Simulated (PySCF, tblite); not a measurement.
**C₆H₁₄BP: geometry, infrared bands and NMR shifts**

Wanted: the infrared bands and NMR shifts of C₆H₁₄BP (`[BH3-][P@H+]1CCC(C)=C1C`), by calculation.

The runs use tblite 0.8.0 and PySCF 2.14.0, with density-fitted response routines of our own; the level of theory stands in each step. All values are computed, except where a source is named. Atoms count from 0, in the outputs and in this text.

## (1) The molecule as given

22 atoms, charge 0, multiplicity 1; geometry from: force field or distance geometry start.

Bonds of the start (Å): B0–P1 1.85, P1–C2 1.83, C2–C3 1.48, C3–C4 1.47, C4–C5 1.51, C4–C6 1.31, C6–C7 1.50, C6–P1 1.82, B0–H8 1.21, B0–H9 1.19, B0–H10 1.22, P1–H11 1.40, C2–H12 1.13, C2–H13 1.09, C3–H14 1.10, C3–H15 1.11, C5–H16 1.13, C5–H17 1.09, C5–H18 1.11, C7–H19 1.11, C7–H20 1.12, C7–H21 1.10.

## (2) Relaxing the molecule with GFN2-xTB

Job settings and geometry (Å):

```
{"job": {"kind": "relax", "xc": "GFN2-xTB", "basis": "xTB"}, "charge": 0, "multiplicity": 1}
B     -2.763300     0.348000    -0.161500
P     -1.230100    -0.657700    -0.373000
C     -0.342500    -0.104000    -1.875700
C      1.040900    -0.402400    -1.434100
C      1.243700    -0.074900    -0.011600
C      2.586300     0.325800     0.541500
C      0.142700    -0.149600     0.700500
C     -0.049900     0.114200     2.160600
H     -3.444800     0.010000     0.783700
H     -2.585900     1.526300    -0.161200
H     -3.466300     0.151000    -1.133800
H     -1.428400    -2.041700    -0.353900
H     -0.470000     1.016200    -1.895300
H     -0.687700    -0.608400    -2.780900
H      1.736300     0.213100    -2.029300
H      1.279300    -1.470200    -1.598800
H      3.372500    -0.410200     0.211500
H      2.562500     0.368300     1.631600
H      2.894100     1.298800     0.104300
H     -0.784200    -0.615800     2.573000
H     -0.494500     1.119900     2.358200
H      0.878700     0.062500     2.743500
```

The run is started by

```console
$ OMP_NUM_THREADS=1 python probes_run.py task.json out
```

This one command runs all jobs of the session in turn.

**Question.** This job is followed by: GFN2-xTB harmonic vibrations, gas phase; GIAO PBE0/pcSseg-1 NMR shielding, non-relativistic, gas phase. Predict these results of the whole session: strongest single infrared mode (GFN2-xTB); zero-point energy (GFN2-xTB); 13C shifts against TMS (PBE0/pcSseg-1); 1H shifts against TMS (PBE0/pcSseg-1, means over atoms taken as alike); 11B shifts against BF3·OEt2 (PBE0/pcSseg-1); 31P shifts against H3PO4 (PBE0/pcSseg-1).

**Answer**, as computed:

```
                                                              quantity                                               value
                             strongest single infrared mode (GFN2-xTB)                               2191 cm⁻¹, 315 km/mol
                                          zero-point energy (GFN2-xTB)                                      113.4 kcal/mol
                                13C shifts against TMS (PBE0/pcSseg-1)            155.3, 131.3, 43.1, 23.5, 18.2, 15.0 ppm
1H shifts against TMS (PBE0/pcSseg-1, means over atoms taken as alike)  5.57, 2.64, 2.59, 2.07, 2.02, 1.92, 1.87, 0.86 ppm
                           11B shifts against BF3·OEt2 (PBE0/pcSseg-1)                                           -50.5 ppm
                              31P shifts against H3PO4 (PBE0/pcSseg-1)                                             0.3 ppm
```

Relaxing lowered the energy by 0.760 eV in 140 steps; the close pair that moved most is B0–P1, from 1.846 to 1.914 Å. No mode is imaginary among the 60: a minimum at this level. The strongest single mode, at 2191 cm⁻¹, moves mainly H11. Unscaled tight-binding wavenumbers are off by several per cent, some by more. Its intensities can rank the bands wrongly.
